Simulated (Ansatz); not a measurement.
# Zr (hcp type): how the settings move a single-point run

Question: which choices in the input matter for Zr (hcp type)?

Computed with Ansatz 0.2.0 (reference: DFT, PBE, all-electron LAPW, scalar-relativistic, unless a step's input says otherwise).

2 further runs of the same task are left out: 2 that didn't finish.

## (1) Starting point

Symmetry: P6_3/mmc, No. 194, hexagonal system. The conventional cell has a = 2.621 Å, b = 2.621 Å, c = 4.716 Å, α = 90.00°, β = 90.00°, γ = 120.00°. Zr (site symmetry -6m2) has 12 Zr at 2.62 to 2.80 Å as nearest neighbours.

Coordinates:

```cif
data_structure
_symmetry_space_group_name_H-M 'P6_3/mmc'
_symmetry_Int_Tables_number 194
_cell_length_a 2.6213
_cell_length_b 2.6213
_cell_length_c 4.7157
_cell_angle_alpha 90.000
_cell_angle_beta 90.000
_cell_angle_gamma 120.000
_cell_volume 28.06
loop_
_atom_site_label
_atom_site_type_symbol
_atom_site_symmetry_multiplicity
_atom_site_Wyckoff_symbol
_atom_site_fract_x
_atom_site_fract_y
_atom_site_fract_z
_atom_site_occupancy
Zr1 Zr 2 c 0.33333 0.66667 0.25000 1
```

## (2) Reference

input.yaml

```yaml
crystal:
  lattice:
    - [2.6213278162, 0.0, 0.0]
    - [-1.3106639081, 2.2701364805, 0.0]
    - [0.0, 0.0, 4.7157278447]
  atoms:
    - { symbol: Zr, position: [0.3333333333, 0.6666666667, 0.25] }
    - { symbol: Zr, position: [0.6666666667, 0.3333333333, 0.75] }
kpoints:
  mp_grid: { grid: [15, 15, 8] }
  band_path:
    path:
      - [0.0, 0.0, 0.0]
      - [0.5, 0.0, 0.0]
      - [0.3333333333, 0.3333333333, 0.0]
      - [0.0, 0.0, 0.0]
      - [0.0, 0.0, 0.5]
      - [0.5, 0.0, 0.5]
      - [0.3333333333, 0.3333333333, 0.5]
      - [0.0, 0.0, 0.5]
      - [0.5, 0.0, 0.5]
    npoints: 8
scf:
  occupations: { method: fermi_dirac, width: 0.05 }
hamiltonian:
  xc: pbe
  pseudopotentials: { kind: all_electron, lapw: { basis_error: 0.001 } }
output:
  forces: true
  stress: true
  eigenvalues: true
  populations: true
  dos: { projected: true, de: 0.2, e_range: [-14, 8] }
```

Launch:

```bash
$ ansatz run input.yaml --threads 1 --pin off --max-ram 2048MiB --backend cpu --events-out ev --progress --plain --runs-dir out
```

## (3) Variant: occupations.method gaussian, occupations.width 0.1

Edit input.yaml of step 2 so:

```diff
@@ -23,3 +23,3 @@
 scf:
-  occupations: { method: fermi_dirac, width: 0.05 }
+  occupations: { method: gaussian, width: 0.1 }
 hamiltonian:
@@ -32,2 +32 @@
   populations: true
-  dos: { projected: true, de: 0.2, e_range: [-14, 8] }
```

**Question.** What will these runs give? Wanted: for each run, ending; energy change; pressure; gap; force.

The runs gave:

| run | ending | energy change | pressure (GPa) | gap (eV) | force (eV/Å) | cycles | time |
| --- | --- | --- | --- | --- | --- | --- | --- |
| reference | converged | 0 | 103.7 | 0.00 | 0.00 | 7 | 32 s |
| 1: occupations.method gaussian, occupations.width 0.1 | converged | -0.1 meV/atom (σ→0) | 103.7 | 0.00 | 0.00 | 7 | 31 s |

Times don't compare one to one where runs were asked for different outputs or read a saved state (see the inputs); cycles may leave out searches for a lower state.

Residual by cycle in the longest SCF loop of each run; runs are numbered as in the table. The quantity is the density residual dr2, in eV.

| cycle | reference | run 1 |
| --- | --- | --- |
| 1 | 0.0732 | 0.0733 |
| 2 | 0.0311 | 0.0311 |
| 3 | 0.00964 | 0.00966 |
| 4 | 8.5e-4 | 8.5e-4 |
| 5 | 1.6e-5 | 1.6e-5 |
| 6 | 1.5e-6 | 1.5e-6 |
| 7 | 8.9e-8 | 8.8e-8 |

Changing the smearing leaves the energy as it was (-0.1 meV/atom). The structure is not at rest: the sound run finds 104 GPa, so these are no properties of the relaxed crystal. 
